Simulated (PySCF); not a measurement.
# C7H8BN: the cost of one run

Computed with PySCF 2.14.0 and routines of our own; the level stands in each step. Atoms count from 0.

## (1) The starting structure

17 atoms, charge 0, multiplicity 1; geometry from: GFN2-xTB.

## (2) Magnetic properties: GIAO B3LYP/pcSseg-1

Job settings and geometry (Å):

```
{"job": {"kind": "mag", "xc": "B3LYP", "basis": "pcSseg-1", "isotopologues": 0}, "charge": 0, "multiplicity": 1}
C      3.249452    -0.926178    -0.202367
C      2.495655     0.009186    -0.135825
C      1.694268     1.160537    -0.070376
C      0.354652     1.183572     0.070743
B     -0.607508    -0.019724     0.188418
C     -0.169114    -1.509627    -0.052093
C     -2.127446     0.321225     0.567725
C     -2.741544     0.990291    -0.544765
N     -3.217682     1.519778    -1.440763
H      3.882531    -1.760970    -0.260466
H      2.259498     2.085938    -0.133027
H     -0.082212     2.177777     0.109341
H      0.543368    -1.819891     0.712589
H      0.358436    -1.622868    -0.998001
H     -0.992574    -2.220371    -0.041277
H     -2.727370    -0.561464     0.799949
H     -2.179406     1.004821     1.420287
```

Level: GIAO B3LYP/pcSseg-1 magnetisability, rotational g tensor and spin-rotation constants, non-relativistic, gas phase.

Command:

```bash
> OMP_NUM_THREADS=1 python excited_run.py task.json out
```

This one command runs all jobs of the session in turn.

Q: Estimate the wall time and peak memory of this first job on 1 thread of Arm Neoverse N1, shared host.

About 59 s, with a peak of 0.94 GiB.
